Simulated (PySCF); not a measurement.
**CH3BFNO (SMILES NC1(F)BO1): SVWN5/6-31G(d) (spherical functions)**

Aim: the energy change on altering one bond length of CH3BFNO at SVWN5/6-31G* (spherical functions), from 2 runs. The job is set up through a Python script.

Program for the calculation: PySCF 2.14.0.

1 further run of the same task is left out (set aside as unsound or not needed).

**1. The structure to begin with**

CH3BFNO: 8 atoms, total charge 0, spin state singlet. SMILES: `NC1(F)BO1`. Geometry: relaxed at PBE0-D4/def2-TZVP. This is one conformer, not always the lowest.

Bond lengths: N1–C2 1.387 Å, C2–F3 1.372 Å, C2–B4 1.510 Å, C2–O5 1.462 Å, B4–O5 1.335 Å, N1–H6 1.009 Å, N1–H7 1.013 Å, B4–H8 1.182 Å. Some angles: N1–C2–F3 113.8°, N1–C2–B4 127.1°, N1–C2–O5 115.3°, F3–C2–B4 118.6°, F3–C2–O5 108.3°, B4–C2–O5 53.3°, C2–B4–O5 61.5°, C2–O5–B4 65.2°, C2–N1–H6 112.2°, C2–N1–H7 112.6°.

**2. The energy at SVWN5/6-31G(d) (spherical functions)**

File input.py:

```python
from pyscf import gto, dft

molecule = gto.Mole()
molecule.atom = '''
N     -0.814472     2.170161     0.348843
C      0.102234    -0.115651    -0.547265
F      0.230736    -0.250767    -3.133733
B      0.637972    -2.470250     0.973398
O      2.545272    -0.893840     0.482447
H     -2.720261     2.211169     0.399488
H     -0.142296     3.669092    -0.635326
H      0.334859    -4.427817     2.006700
'''
molecule.basis = '6-31g*'
molecule.unit = 'bohr'
molecule.verbose = 4
molecule.max_memory = 1860
molecule.spin = 0
molecule.build()

mf = dft.RKS(molecule)
mf.xc = 'svwn'
mf.conv_tol = 1e-10
mf.grids.level = 5
mf.kernel()
if not mf.converged:
    mf = mf.newton().run(mf.mo_coeff, mf.mo_occ)

etot = mf.e_tot
print(f'total energy: {etot:.8f} hartree')
```

On the command line:

```bash
$ OMP_NUM_THREADS=1 python input.py
```

The log of the run:

```text
PySCF version 2.14.0

[INPUT] num. atoms = 8
[INPUT] num. electrons = 38
[INPUT] charge = 0
[INPUT] spin (= nelec alpha-beta = 2S) = 0
[INPUT] symmetry False subgroup None
[INPUT] Mole.unit = bohr
[INPUT] Symbol           X                Y                Z      unit          X                Y                Z       unit  Magmom
[INPUT]  1 N     -0.431000021332   1.148399745227   0.184599765789 AA   -0.814472000000   2.170161000000   0.348843000000 Bohr   0.0
[INPUT]  2 C      0.054099902981  -0.061199873620  -0.289600166334 AA    0.102234000000  -0.115651000000  -0.547265000000 Bohr   0.0
[INPUT]  3 F      0.122100232939  -0.132700181651  -1.658300088708 AA    0.230736000000  -0.250767000000  -3.133733000000 Bohr   0.0
[INPUT]  4 B      0.337600243605  -1.307200005275   0.515100038755 AA    0.637972000000  -2.470250000000   0.973398000000 Bohr   0.0
[INPUT]  5 O      1.346899937993  -0.472999758209   0.255299957877 AA    2.545272000000  -0.893840000000   0.482447000000 Bohr   0.0
[INPUT]  6 H     -1.439500128954   1.170100244293   0.211399945636 AA   -2.720261000000   2.211169000000   0.399488000000 Bohr   0.0
[INPUT]  7 H     -0.075299800405   1.941599871169  -0.336200040705 AA   -0.142296000000   3.669092000000  -0.635326000000 Bohr   0.0
[INPUT]  8 H      0.177199751671  -2.343099850524   1.061899909153 AA    0.334859000000  -4.427817000000   2.006700000000 Bohr   0.0

nuclear repulsion = 167.41129308119
number of shells = 36
number of NR pGTOs = 147
number of NR cGTOs = 76
basis = 6-31g*
ecp = {}

******** <class 'pyscf.dft.rks.RKS'> ********
method = RKS
initial guess = minao
damping factor = 0
level_shift factor = 0
DIIS = <class 'pyscf.scf.diis.CDIIS'>
diis_start_cycle = 1
diis_space = 8
diis_damp = 0
SCF conv_tol = 1e-10
SCF conv_tol_grad = None
SCF max_cycles = 50
direct_scf = True
direct_scf_tol = 1e-13
XC library pyscf.dft.libxc version 7.0.0
    S. Lehtola, C. Steigemann, M. J.T. Oliveira, and M. A.L. Marques.,  SoftwareX 7, 1–5 (2018)
XC functionals = svwn
    P. A. M. Dirac.,  Math. Proc. Cambridge Philos. Soc. 26, 376 (1930)
    F. Bloch.,  Z. Phys. 57, 545 (1929)
    S. H. Vosko, L. Wilk, and M. Nusair.,  Can. J. Phys. 58, 1200 (1980)
radial grids:
    Treutler-Ahlrichs [JCP 102, 346 (1995); DOI:10.1063/1.469408] (M4) radial grids

becke partition: Becke, JCP 88, 2547 (1988); DOI:10.1063/1.454033
pruning grids: <function nwchem_prune>
grids dens level: 5
symmetrized grids: False
atomic radii adjust function: <function treutler_atomic_radii_adjust>
small_rho_cutoff = 0
Set gradient conv threshold to 1e-05
Initial guess from minao.
tot grids = 285728
init E= -292.948104842517
  HOMO = -0.317190689769924  LUMO = -0.116058788332978  gap/eV = 5.47308
cycle= 1 E= -292.177912365178  delta_E= 0.77  |g|= 0.825  |ddm|=  2.9
  HOMO = -0.147152349216665  LUMO = 0.0160185371803414  gap/eV = 4.44011
cycle= 2 E= -291.526441949282  delta_E= 0.651  |g|= 1.96  |ddm|= 1.93
  HOMO = -0.2069450711646  LUMO = -0.038484066144068  gap/eV = 4.58406
cycle= 3 E= -292.275661360159  delta_E= -0.749  |g|= 0.397  |ddm|= 1.47
  HOMO = -0.229317627284926  LUMO = -0.0485732465013644  gap/eV = 4.91831
cycle= 4 E= -292.306327750455  delta_E= -0.0307  |g|= 0.0857  |ddm|= 0.321
  HOMO = -0.231683714626998  LUMO = -0.0601387322991473  gap/eV = 4.66798
cycle= 5 E= -292.307364828764  delta_E= -0.00104  |g|= 0.0392  |ddm|= 0.102
  HOMO = -0.22939901324789  LUMO = -0.0554738786142939  gap/eV = 4.73274
cycle= 6 E= -292.30767920537  delta_E= -0.000314  |g|= 0.0122  |ddm|= 0.0421
  HOMO = -0.23024302211974  LUMO = -0.0551019483774464  gap/eV = 4.76583
cycle= 7 E= -292.307706640526  delta_E= -2.74e-05  |g|= 0.00329  |ddm|= 0.0119
  HOMO = -0.230124033959008  LUMO = -0.0553343189478435  gap/eV = 4.75627
cycle= 8 E= -292.30770899522  delta_E= -2.35e-06  |g|= 0.000426  |ddm|= 0.00305
  HOMO = -0.230137755751795  LUMO = -0.0553258512590444  gap/eV = 4.75687
cycle= 9 E= -292.307709032009  delta_E= -3.68e-08  |g|= 0.000123  |ddm|= 0.000407
  HOMO = -0.230129574813813  LUMO = -0.0553320748445953  gap/eV = 4.75648
cycle= 10 E= -292.307709035258  delta_E= -3.25e-09  |g|= 4.41e-05  |ddm|= 0.000161
  HOMO = -0.230134145141688  LUMO = -0.0553322477491798  gap/eV = 4.75660
cycle= 11 E= -292.307709035697  delta_E= -4.39e-10  |g|= 1.56e-05  |ddm|= 5.68e-05
  HOMO = -0.230133067764287  LUMO = -0.0553313741036456  gap/eV = 4.75660
cycle= 12 E= -292.307709035751  delta_E= -5.42e-11  |g|= 9.14e-07  |ddm|= 1.41e-05
  HOMO = -0.230133007539091  LUMO = -0.0553313903771571  gap/eV = 4.75659
Extra cycle  E= -292.30770903575  delta_E= 1.19e-12  |g|= 2.22e-06  |ddm|= 2.41e-06
converged SCF energy = -292.30770903575
total energy: -292.30770904 hartree
```

Run time: 9.9 s. Hardware: 1 thread of Intel Xeon at 2.70GHz, shared host; peak memory 0.26 GiB.

**3. The distorted shape at the same level**

File calc.py:

```python
from pyscf import gto, dft

mol = gto.Mole()
mol.atom = '''
N   -0.503778   1.329872   0.255742
C    0.054100  -0.061200  -0.289600
F    0.122100  -0.132700  -1.658300
B    0.337600  -1.307200   0.515100
O    1.346900  -0.473000   0.255300
H   -1.512278   1.351572   0.282542
H   -0.148078   2.123072  -0.265058
H    0.177200  -2.343100   1.061900
'''
mol.max_memory = 1860
mol.charge = 0
mol.spin = 0
mol.basis = '6-31g*'
mol.verbose = 4
mol.build()

ks = dft.RKS(mol)
ks.xc = 'svwn'
ks.grids.level = 5
ks.conv_tol = 1e-10
ks.kernel()
if not ks.converged:
    ks = ks.newton().run(ks.mo_coeff, ks.mo_occ)

energy = ks.e_tot
print('E(%s) = %.9f' % ('SVWN5', energy))
```

On the command line:

```bash
$ OMP_NUM_THREADS=1 python calc.py
```

The log of the run:

```text
PySCF version 2.14.0

[INPUT] num. atoms = 8
[INPUT] num. electrons = 38
[INPUT] charge = 0
[INPUT] spin (= nelec alpha-beta = 2S) = 0
[INPUT] symmetry False subgroup None
[INPUT] Mole.unit = angstrom
[INPUT] Symbol           X                Y                Z      unit          X                Y                Z       unit  Magmom
[INPUT]  1 N     -0.503778000000   1.329872000000   0.255742000000 AA   -0.952002447581   2.513093860728   0.483282338549 Bohr   0.0
[INPUT]  2 C      0.054100000000  -0.061200000000  -0.289600000000 AA    0.102234183339  -0.115651238823  -0.547264685674 Bohr   0.0
[INPUT]  3 F      0.122100000000  -0.132700000000  -1.658300000000 AA    0.230735559809  -0.250766656730  -3.133732832366 Bohr   0.0
[INPUT]  4 B      0.337600000000  -1.307200000000   0.515100000000 AA    0.637971539653  -2.470249990031   0.973397926763 Bohr   0.0
[INPUT]  5 O      1.346900000000  -0.473000000000   0.255300000000 AA    2.545272117177  -0.893840456919   0.482447079601 Bohr   0.0
[INPUT]  6 H     -1.512278000000   1.351572000000   0.282542000000 AA   -2.857791244205   2.554100917631   0.533926998687 Bohr   0.0
[INPUT]  7 H     -0.148078000000   2.123072000000  -0.265058000000 AA   -0.279826865073   4.012024622733  -0.500887027125 Bohr   0.0
[INPUT]  8 H      0.177200000000  -2.343100000000   1.061900000000 AA    0.334859469273  -4.427817282468   2.006700171676 Bohr   0.0

nuclear repulsion = 162.172174904837
number of shells = 36
number of NR pGTOs = 147
number of NR cGTOs = 76
basis = 6-31g*
ecp = {}

******** <class 'pyscf.dft.rks.RKS'> ********
method = RKS
initial guess = minao
damping factor = 0
level_shift factor = 0
DIIS = <class 'pyscf.scf.diis.CDIIS'>
diis_start_cycle = 1
diis_space = 8
diis_damp = 0
SCF conv_tol = 1e-10
SCF conv_tol_grad = None
SCF max_cycles = 50
direct_scf = True
direct_scf_tol = 1e-13
XC library pyscf.dft.libxc version 7.0.0
    S. Lehtola, C. Steigemann, M. J.T. Oliveira, and M. A.L. Marques.,  SoftwareX 7, 1–5 (2018)
XC functionals = svwn
    P. A. M. Dirac.,  Math. Proc. Cambridge Philos. Soc. 26, 376 (1930)
    F. Bloch.,  Z. Phys. 57, 545 (1929)
    S. H. Vosko, L. Wilk, and M. Nusair.,  Can. J. Phys. 58, 1200 (1980)
radial grids:
    Treutler-Ahlrichs [JCP 102, 346 (1995); DOI:10.1063/1.469408] (M4) radial grids

becke partition: Becke, JCP 88, 2547 (1988); DOI:10.1063/1.454033
pruning grids: <function nwchem_prune>
grids dens level: 5
symmetrized grids: False
atomic radii adjust function: <function treutler_atomic_radii_adjust>
small_rho_cutoff = 0
Set gradient conv threshold to 1e-05
Initial guess from minao.
tot grids = 285728
init E= -292.750624435547
  HOMO = -0.302015211686622  LUMO = -0.117683954555588  gap/eV = 5.01591
cycle= 1 E= -292.154091353755  delta_E= 0.597  |g|= 0.827  |ddm|= 2.84
  HOMO = -0.14679834881388  LUMO = -0.000274692639709695  gap/eV = 3.98711
cycle= 2 E= -291.469841757759  delta_E= 0.684  |g|= 2.01  |ddm|= 1.82
  HOMO = -0.194914574287976  LUMO = -0.0481457055414882  gap/eV = 3.99378
cycle= 3 E= -292.258253924824  delta_E= -0.788  |g|= 0.362  |ddm|= 1.41
  HOMO = -0.219908172944367  LUMO = -0.055907201610641  gap/eV = 4.46269
cycle= 4 E= -292.282714197302  delta_E= -0.0245  |g|= 0.101  |ddm|= 0.298
  HOMO = -0.218004709384665  LUMO = -0.0676223891139816  gap/eV = 4.09211
cycle= 5 E= -292.28438613389  delta_E= -0.00167  |g|= 0.0347  |ddm|= 0.107
  HOMO = -0.216842443311669  LUMO = -0.0627763732625715  gap/eV = 4.19235
cycle= 6 E= -292.284677473245  delta_E= -0.000291  |g|= 0.0061  |ddm|= 0.0381
  HOMO = -0.217664611286  LUMO = -0.0628034842433776  gap/eV = 4.21399
cycle= 7 E= -292.284684079636  delta_E= -6.61e-06  |g|= 0.00309  |ddm|= 0.00698
  HOMO = -0.217297100523095  LUMO = -0.062949678029629  gap/eV = 4.20001
cycle= 8 E= -292.284686156567  delta_E= -2.08e-06  |g|= 0.00062  |ddm|= 0.00283
  HOMO = -0.217314717783744  LUMO = -0.0629599880839491  gap/eV = 4.20021
cycle= 9 E= -292.284686218486  delta_E= -6.19e-08  |g|= 0.000266  |ddm|= 0.000643
  HOMO = -0.217317926944181  LUMO = -0.0629531432142243  gap/eV = 4.20048
cycle= 10 E= -292.284686235319  delta_E= -1.68e-08  |g|= 2.89e-05  |ddm|= 0.000262
  HOMO = -0.217318223840946  LUMO = -0.0629561018686768  gap/eV = 4.20041
cycle= 11 E= -292.284686235497  delta_E= -1.78e-10  |g|= 1.35e-05  |ddm|= 4.31e-05
  HOMO = -0.21731810222864  LUMO = -0.0629550924735103  gap/eV = 4.20043
cycle= 12 E= -292.284686235538  delta_E= -4.12e-11  |g|= 9.39e-07  |ddm|= 1.21e-05
  HOMO = -0.217318058050066  LUMO = -0.062955088284451  gap/eV = 4.20043
Extra cycle  E= -292.284686235538  delta_E= 4.55e-13  |g|= 2.11e-06  |ddm|= 2.29e-06
converged SCF energy = -292.284686235538
E(SVWN5) = -292.284686236
```

Run time: 7.8 s. Hardware: 1 thread of Intel Xeon at 2.70GHz, shared host; peak memory 0.26 GiB.

**4. Outcome**

At SVWN5/6-31G* (spherical functions):

```
                                                         quantity          value
                                        first shape: total energy  -292.30771 Eh
                                       first shape: dipole moment         1.92 D
                                         first shape: HOMO energy       -6.26 eV
                                         first shape: LUMO energy       -1.51 eV
                                       first shape: HOMO–LUMO gap        4.76 eV
                                    distorted shape: total energy  -292.28469 Eh
                                   distorted shape: dipole moment         1.56 D
                                     distorted shape: HOMO energy       -5.91 eV
                                     distorted shape: LUMO energy       -1.71 eV
                                   distorted shape: HOMO–LUMO gap        4.20 eV
energy change with the N1–C2 bond stretched from 1.387 to 1.595 Å       0.626 eV
```

With the N1–C2 bond stretched from 1.387 to 1.595 Å the energy rises by 0.63 eV (14.4 kcal/mol). The first shape isn't relaxed at this level, so the change isn't measured from a minimum.
